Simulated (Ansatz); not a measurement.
What does this script print? It uses Ansatz 0.2.0 through its Python package.

Contents of `c2h6osesi.xyz`:
```text
11

C    -1.16330   -0.24630    0.53810
C     0.25430    0.10440    0.25870
O     0.70850    1.27780    0.84250
Si    0.89880   -0.09470   -1.46540
Se    1.46570   -1.40020    0.37840
H    -1.37920   -0.28260    1.61790
H    -1.48850   -1.14890    0.03990
H    -1.80500    0.64150    0.13040
H     0.80010    1.09840    1.86940
H    -0.10160   -0.82570   -2.32130
H     1.87550    0.81920   -1.86800
```

`methods_c2h6osesi.py`
```python
'''C2H6OSeSi at several levels of theory.'''

from dataclasses import dataclass
from pathlib import Path

import ansatz as az
import numpy as np


@dataclass
class Options:
    basis_set: str = 'def2-SVP'


settings = Options()


def main() -> None:
    c2h6osesi = az.Crystal.molecule_from_extxyz('c2h6osesi.xyz')

    job = c2h6osesi.calculation().basis(gaussian=settings.basis_set)

    print('functional    E (Ha)        dipole (D)   HOMO (eV)  LUMO (eV)')
    for name in ['cam_b3lyp', 'blyp', 'r2scan', 'pbe']:
        report = job.functional(name).forces().orbitals().run(threads=1, backend='cpu', runs_dir='runs').report
        lines = Path(report['orbitals_path']).read_text().splitlines()
        field_of = lambda key: [line.split('=')[1].strip() for line in lines if line.startswith(key)]
        orbitals = [(27.211386 * float(e), s, float(n)) for e, s, n in zip(field_of('Ene='), field_of('Spin='), field_of('Occup='))]
        homo = max(e for e, _, n in orbitals if n > 0.5)
        lumo = min(e for e, _, n in orbitals if n < 0.5)
        dipole = 4.803205 * np.linalg.norm(report['charge_distribution']['dipole_moment_e_ang'])
        print(f'{name:10s} {report["free_energy_ev"] / 27.211386246:14.6f} {dipole:9.3f} {homo:11.3f} {lumo:10.3f}')


if __name__ == '__main__':
    main()
```

Running `python methods_c2h6osesi.py` prints:
```text
functional    E (Ha)        dipole (D)   HOMO (eV)  LUMO (eV)
cam_b3lyp    -2845.606451     1.490      -7.486      0.276
blyp         -2845.522314     1.279      -4.863     -1.424
r2scan       -2845.443508     1.524      -5.400     -1.472
pbe          -2844.864006     1.355      -5.099     -1.601
```

These settings explore the input space; basis and method may be short of convergence. The geometry is a force-field or estimated start, not a minimum of this method, and the basis set is short of its limit. A lower total doesn't mark the better method: functionals have no common bound, and MP2 and coupled cluster aren't variational. Levels such as HOMO and LUMO are orbital energies: with these approximate functionals they aren't the ionisation energy and electron affinity, and their gap isn't the fundamental gap. Run time: 26 s on 1 thread of Intel(R) Xeon(R) Processor @ 2.30GHz (shared host), peak memory 0.46 GiB.
